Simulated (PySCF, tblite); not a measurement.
**C6H9BN2: geometry, infrared bands and NMR shifts**

What infrared bands and NMR shifts should C6H9BN2 (`[H]/N=C\C#C/C=N\B(C)C`) show?

Programs: tblite 0.8.0 and PySCF 2.14.0, with density-fitted response routines of our own. Each step states its level of theory. These are calculated values for one molecule in the gas phase, unless marked as measured. Atoms are numbered from 0 throughout.

### 1 The starting structure

18 atoms, charge 0, multiplicity 1; geometry from: force field or distance geometry start.

Bonds of the start (Å): C0–B1 1.60, B1–C2 1.57, B1–N3 1.52, N3–C4 1.27, C4–C5 1.43, C5–C6 1.22, C6–C7 1.45, C7–N8 1.29, C0–H9 1.12, C0–H10 1.10, C0–H11 1.12, C2–H12 1.12, C2–H13 1.12, C2–H14 1.11, C4–H15 1.08, C7–H16 1.08, N8–H17 1.05.

### 2 Relaxing the molecule with GFN2-xTB

Job settings and geometry (Å):

```
{"job": {"kind": "relax", "xc": "GFN2-xTB", "basis": "xTB"}, "charge": 0, "multiplicity": 1}
C     -2.622300    -1.243000     0.615900
B     -1.910100     0.021400    -0.056000
C     -2.780800     1.317100    -0.217800
N     -0.413300     0.157300     0.164500
C      0.496800    -0.503400    -0.427500
C      1.859200    -0.225600    -0.079800
C      3.013000     0.001900     0.231100
C      4.385000     0.273700     0.610900
N      5.316000     0.472300    -0.256700
H     -3.399700    -1.680100    -0.066300
H     -1.845400    -2.007800     0.773800
H     -3.039800    -1.024500     1.628600
H     -3.860800     1.084300    -0.064400
H     -2.524600     2.118900     0.514000
H     -2.564000     1.734400    -1.219900
H      0.216800    -1.227300    -1.174400
H      4.593100     0.294600     1.666800
H      5.072100     0.442100    -1.279000
```

The run is started by

```
$ OMP_NUM_THREADS=1 python probes_run.py task.json out
```

This one command runs all jobs of the session in turn.

**Question.** This job is followed by: GFN2-xTB harmonic vibrations, gas phase; GIAO PBE0/pcSseg-1 NMR shielding, non-relativistic, gas phase. Predict these results of the whole session: strongest single infrared mode (GFN2-xTB); zero-point energy (GFN2-xTB); ¹³C shifts against TMS (PBE0/pcSseg-1, means over atoms taken as alike); ¹H shifts against TMS (PBE0/pcSseg-1, means over atoms taken as alike); ¹¹B shifts against BF3·OEt2 (PBE0/pcSseg-1); ¹⁵N shifts against NH3 (PBE0/pcSseg-1).

**Answer**, as computed:

```
                                                               quantity                              value
                              strongest single infrared mode (GFN2-xTB)              1667 cm⁻¹, 288 km/mol
                                           zero-point energy (GFN2-xTB)                      86.1 kcal/mol
¹³C shifts against TMS (PBE0/pcSseg-1, means over atoms taken as alike)  156.3, 127.6, 93.0, 92.4, 4.8 ppm
 ¹H shifts against TMS (PBE0/pcSseg-1, means over atoms taken as alike)        12.56, 8.08, 7.58, 0.50 ppm
                            ¹¹B shifts against BF3·OEt2 (PBE0/pcSseg-1)                           26.7 ppm
                                 ¹⁵N shifts against NH3 (PBE0/pcSseg-1)                   423.9, 412.4 ppm
```

In words: The optimisation took 114 steps and gained 1.108 eV; among the close pairs (by a distance rule), B1–N3 changed most, from 1.519 to 1.338 Å. The lowest mode is slightly imaginary (8i cm⁻¹), a soft motion within the noise of the Hessian, so the minimum is not strictly shown. The strongest single mode, at 1667 cm⁻¹, moves mainly C7 and N8. Unscaled tight-binding wavenumbers are off by several per cent, some by more. Its intensities can rank the bands wrongly. At PBE0/pcSseg-1: The largest span, 779 ppm, is at N8, where the paramagnetic term is -464 ppm.
